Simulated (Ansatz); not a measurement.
# C3H8BN: a ladder of functionals and wavefunction methods

The task here is to estimate one member of a computed series from the others.

Program: Ansatz 0.2.0, Gaussian basis. Level of theory: functionals in def2-TZVPP, the program's frozen cores in correlated methods. These are calculated values, not measurements.

Plan: PBE-D4, r2SCAN-D4, PBE0-D4, B3LYP-D4, ωB97X-V, ωB97M-V, B2PLYP; CCSD(T)/def2-TZVPP; MP2/def2-QZVPP; extrapolation to the limit.

### The relaxed structure

An earlier PBE0-D4 in a triple-zeta def2 set relaxation fixed the geometry.

SMILES `BNC(=C)C`, 13 atoms, charge 0, spin multiplicity 1.

Atoms are counted from 1 here; the program's logs count them from 0.

Bond lengths: B1–N2 1.395 Å, B1–H6 1.196 Å, B1–H7 1.193 Å, N2–C3 1.401 Å, N2–H8 1.010 Å, C3–C4 1.334 Å, C3–C5 1.490 Å, C4–H9 1.085 Å, C4–H10 1.081 Å, C5–H11 1.089 Å, C5–H12 1.093 Å, C5–H13 1.093 Å. Angles: N2–B1–H6 117.4°, N2–B1–H7 120.6°, H6–B1–H7 121.9°, B1–N2–C3 129.9°, B1–N2–H8 117.8°, C3–N2–H8 112.3°, N2–C3–C4 120.6°, N2–C3–C5 116.6°, C4–C3–C5 122.8°, C3–C4–H9 121.6°, C3–C4–H10 120.8°, H9–C4–H10 117.6°, C3–C5–H11 110.0°, C3–C5–H12 111.1°, C3–C5–H13 111.1°, H11–C5–H12 108.8°, H11–C5–H13 108.9°, H12–C5–H13 106.9°.

Set-up of the first run:

in.yaml reads:

```yaml
crystal:
  periodic: [false, false, false]
  atoms:
    - {symbol: B, position_ang: [-1.959918, 0.340413, -0.360728]}
    - {symbol: N, position_ang: [-0.838857, 0.517525, 0.450074]}
    - {symbol: C, position_ang: [0.469188, 0.041780, 0.292133]}
    - {symbol: C, position_ang: [1.408413, 0.325244, 1.195590]}
    - {symbol: C, position_ang: [0.738585, -0.781944, -0.920255]}
    - {symbol: H, position_ang: [-2.981043, 0.853055, -0.008888]}
    - {symbol: H, position_ang: [-1.889113, -0.300380, -1.364453]}
    - {symbol: H, position_ang: [-0.947604, 1.067678, 1.289976]}
    - {symbol: H, position_ang: [1.191802, 0.926661, 2.071809]}
    - {symbol: H, position_ang: [2.418760, -0.039860, 1.077099]}
    - {symbol: H, position_ang: [1.782367, -1.091147, -0.936688]}
    - {symbol: H, position_ang: [0.105975, -1.673099, -0.938161]}
    - {symbol: H, position_ang: [0.521944, -0.220625, -1.832709]}
basis:
  gaussian: {orbitals: def2-TZVPP}
hamiltonian: {xc: pbe, dispersion: d4}
output: {forces: true, orbitals: {seedname: orbitals}}
```

Started as:

```
> ansatz run in.yaml --threads 4 --pin off --events-out ev --progress --plain --max-ram 10444MiB
```

Among the steps run: PBE-D4 (GGA); r2SCAN-D4 (meta-GGA); PBE0-D4 (hybrid); B3LYP-D4 (hybrid); ωB97X-V (range-separated); ωB97M-V (range-separated); B2PLYP (double hybrid); CCSD(T) in def2-TZVPP; MP2 in def2-QZVPP.

One table of the session follows, with a row left open; its other results are not shown here.

```
            method  atoms, summed (eV)  atomisation energy (kJ/mol)
            PBE-D4           -5347.774                       5319.7
         r2SCAN-D4           -5352.913                       5211.2
           PBE0-D4           -5349.391                       5236.8
          B3LYP-D4           -5356.930                       5225.7
           ωB97X-V           -5354.759                       5201.0
           ωB97M-V                   ?                            ?
            B2PLYP           -5351.793                       5162.3
     HF/def2-TZVPP           -5333.731                       3873.4
    MP2/def2-TZVPP           -5342.893                       5128.3
   CCSD/def2-TZVPP           -5345.561                       4989.6
CCSD(T)/def2-TZVPP           -5345.824                       5060.5
           MP2/CBS           -5344.452                       5247.2
       CCSD(T)/CBS           -5347.384                       5179.3
```

**Question.** Estimate the row for ωB97M-V.

**Answer.** atoms, summed (eV): -5353.413; atomisation energy (kJ/mol): 5216.6. In the column «atoms, summed (eV)» it lies between ωB97X-V (-5354.759) and r2SCAN-D4 (-5352.913).
